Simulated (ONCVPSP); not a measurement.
**An ONCV potential for silver, from input to tests**

Aim: build the potential from the settings below, then test how well it stands in for the atom: other configurations, scattering, ghost states and the plane-wave cutoff that it needs.

Method: ONCVPSP 4.0.1.1 (patched build), PBE, scalar-relativistic.

## 1. The atom and the settings

Typed settings, in words:

| Property | Result |
| --- | --- |
| element | silver (Ag, Z = 47) |
| type | optimised norm-conserving Vanderbilt (ONCV) |
| frozen core | [Ar] 3d10 |
| valence charge | 19 |
| reference configuration | 4s2 4p6 4d9 5s2 |
| partial waves | 4s+5s: rc 1.25 bohr, ncon 4, nbas 7, qcut 7.9 1/bohr, 2 projectors; 4p: rc 1.70 bohr, ncon 4, nbas 9, qcut 7.1 1/bohr, 2 projectors, debl 3.1 Ha; 4d: rc 1.10 bohr, ncon 4, nbas 8, qcut 7.9 1/bohr, 3 projectors, debl 2.5 Ha |
| local potential | polynomial inside 0.80 bohr (lpopt 5, dvloc0 0 Ha) |
| core correction | not asked for |

The outer shells as boxes (Hund's rule for the drawing; the calculation is spin-unpolarised):

```
[Ar] core
3d [↑↓][↑↓][↑↓][↑↓][↑↓]
4s [↑↓]
4p [↑↓][↑↓][↑↓]
4d [↑↓][↑↓][↑↓][↑↓][↑ ]
5s [↑↓]
```

The nodes and maxima of the atom's own shells, from an earlier all-electron run, set the scale for the radii.

All-electron outer shells of the reference configuration (PBE, scalar-relativistic, ld1.x):

| shell | level (eV) | outermost node (bohr) | outermost maximum (bohr) |
| --- | --- | --- | --- |
| 3d | -362.96 | – | 0.27 |
| 4s | -99.20 | 0.44 | 0.82 |
| 4p | -62.55 | 0.44 | 0.87 |
| 4d | -10.71 | 0.43 | 1.03 |
| 5s | -5.55 | 1.10 | 2.40 |
| 5p | -1.23 | 1.24 | 3.40 |

## 2. The generation run

The input, Ag.dat:

```
# ATOM AND REFERENCE CONFIGURATION
# atsym  z   nc   nv     iexc    psfile
  Ag 47.00    6    4        4      upf
#
#   n    l    f
    1    0    2.00
    2    0    2.00
    2    1    6.00
    3    0    2.00
    3    1    6.00
    3    2   10.00
    4    0    2.00
    4    1    6.00
    4    2    9.00
    5    0    2.00
#
# PSEUDOPOTENTIAL AND OPTIMIZATION
# lmax
    2
#
#   l,   rc,      ep,       ncon, nbas, qcut
    0    1.25    0.00    4    7    7.90
    1    1.70    0.00    4    9    7.10
    2    1.10    0.00    4    8    7.90
#
# LOCAL POTENTIAL
# lloc, lpopt,  rc(5),   dvloc0
    4    5    0.80    0.00
#
# VANDERBILT-KLEINMAN-BYLANDER PROJECTORs
# l, nproj, debl
    0    2    1.10
    1    2    3.10
    2    3    2.50
#
# MODEL CORE CHARGE
# icmod, fcfact, rcfact
    0    0.00    0.00
#
# LOG DERIVATIVE ANALYSIS
# epsh1, epsh2, depsh
   -5.00    5.00    0.04
#
# OUTPUT GRID
# rlmax, drl
    6.00    0.01
#
# TEST CONFIGURATIONS
# ncnf
    4
# nvcnf
#   n    l    f
    4
    4    0    2.00
    4    1    6.00
    4    2   10.00
    5    0    1.00
#
    4
    4    0    2.00
    4    1    6.00
    4    2   10.00
    5    0    0.00
#
    4
    4    0    2.00
    4    1    6.00
    4    2    9.00
    5    0    0.00
#
    5
    4    0    2.00
    4    1    6.00
    4    2   10.00
    5    0    0.00
    5    1    1.00
#
```

On the command line:

```console
$ oncvpsp.x < Ag.dat > Ag.out
```

**Question.** What will these runs give? Wanted: cutoffs for 1 and 0.1 mHa per electron, occupied waves; bound ghosts; GHOST(+) flags; largest test error; largest phase difference near zero energy, channels read.

**Answer**, as computed:

```
                                                quantity                          value
  cutoffs for 1 and 0.1 mHa per electron, occupied waves               35 Ha and 158 Ha
                                            bound ghosts               d at -6896.86 eV
                                          GHOST(+) flags       s at 88 eV, d at 2413 eV
                            largest test error (AE − PS)  -4.7 meV, for 4s2 4p6 4d9 5s0
largest phase difference near zero energy, channels read                      0.000 rad
```

In words: A bound ghost (d) makes it unfit for use: electrons can fall into a state that the atom doesn't have. By total energies transferability is very good: the largest error is 4.7 meV on 25.8 eV, for 4s2 4p6 4d9 5s0. Atomic tests can pass in spite of a ghost, since they solve only for the levels asked. It counts as of middling hardness, with 35 Ha needed at the looser tolerance. The tighter tolerance needs 158 Ha, and converged work needs a cutoff nearer that. At the looser tolerance the 4d wave is the slowest; 4s needs 30 Ha. Near zero energy the phases of the channels with partial waves agree within 0.001 rad. The program also flags highly localised states, GHOST(+) (s, d). These are tests on the free atom; a crystal test is still owed.
